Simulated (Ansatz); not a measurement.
This was printed by a script on the Ansatz DFT code, driven from Python, for a single point from a YAML input of Ba2ClF3, space group P-3m1. What did the script look like? Level of theory: PBEsol, PAW, cutoff 517 eV, 5×5×3 k-points, fixed occupations.

```
Ba Cl F
1.0
     4.49766    0.00000    0.00000
    -2.24883    3.89509    0.00000
     0.00000    0.00000    7.50076
Ba Cl F
2 1 3
Direct
  0.66667 0.33333 0.20124
  0.33333 0.66667 0.79876
  0.00000 0.00000 0.50000
  0.00000 0.00000 0.00000
  0.66667 0.33333 0.83573
  0.33333 0.66667 0.16427
```

Running `python yaml_run.py` prints:
```text
Ba2ClF3: -15200.166748 eV = -1117.191660 Ry = -558.595830 Ha
Fermi level 3.8013 eV, 12 k-points, 12 symmetry operations
forces (eV/A)
  Ba   -0.0000    0.0000   -0.2206
  Ba    0.0000   -0.0000    0.2206
  Cl    0.0000   -0.0000    0.0000
  F     0.0000    0.0000    0.0000
  F     0.0000    0.0000    0.0672
  F     0.0000   -0.0000   -0.0672
```

One script that gives this output:

Script `yaml_run.py`:
```python
"""Ba2ClF3 from YAML text."""

import json
import warnings

import ansatz as az

INPUT = """
crystal:
  lattice:
    - [4.497658, 0.0, 0.0]
    - [-2.248829, 3.895086, 0.0]
    - [0.0, 0.0, 7.500756]
  atoms:
    - { symbol: Ba, position: [0.666667, 0.333333, 0.201239] }
    - { symbol: Ba, position: [0.333333, 0.666667, 0.798761] }
    - { symbol: Cl, position: [0.0, 0.0, 0.5] }
    - { symbol: F, position: [0.0, 0.0, 0.0] }
    - { symbol: F, position: [0.666667, 0.333333, 0.835733] }
    - { symbol: F, position: [0.333333, 0.666667, 0.164267] }
kpoints:
  mp_grid: { kspacing: 0.4 }
hamiltonian:
  xc: pbesol
scf:
  occupations: { method: fixed }
  lower_state_search: standard
basis:
  ecutwfc: "19 Ha"
  xc_grid: 4
output:
  forces: true
"""

warnings.simplefilter("ignore", az.DeckWarning)

planned = az.Session.from_yaml(INPUT).plan(threads=1, pin="off")
outcome = planned.execute()
r = outcome.report

energy = r["free_energy_ev"]
print("Ba2ClF3: {:.6f} eV = {:.6f} Ry = {:.6f} Ha".format(energy, energy / 13.605693, energy / 27.211386))
print("Fermi level {:.4f} eV, {} k-points, {} symmetry operations".format(r["fermi_energy_ev"], r["n_kpoints"], r["n_symmetry_ops"]))

# forces in eV per angstrom
print("forces (eV/A)")
for site, force in zip(outcome.lattice.sites, r["forces_ev_ang"]):
    print(f"  {site.symbol:2s} {force[0]:9.4f} {force[1]:9.4f} {force[2]:9.4f}")

keep = ["free_energy_ev", "energy_sigma0_ev", "fermi_energy_ev", "n_iterations", "converged", "magnetization_mub", "n_kpoints"]
with open("ba2clf3.json", "w") as handle:
    json.dump({key: r[key] for key in keep}, handle, indent=1)
```

Notes:
- The settings weren't tested for convergence.
- Under fixed occupations the level called the Fermi level is the highest filled one on the SCF mesh; off the mesh a filled band can lie a little above it.
- An absolute Fermi energy rests on an arbitrary zero of the periodic potential and has no direct meaning.
- The structure comes from a database of computed cells and needn't be a stable or known phase.
- The whole script took 2.4 s on 1 thread of Intel(R) Xeon(R) 6975P-C (Granite Rapids), with other jobs on the host, peak memory 0.67 GiB.

(Lines on the test bed's own set-up are left out of the output.)
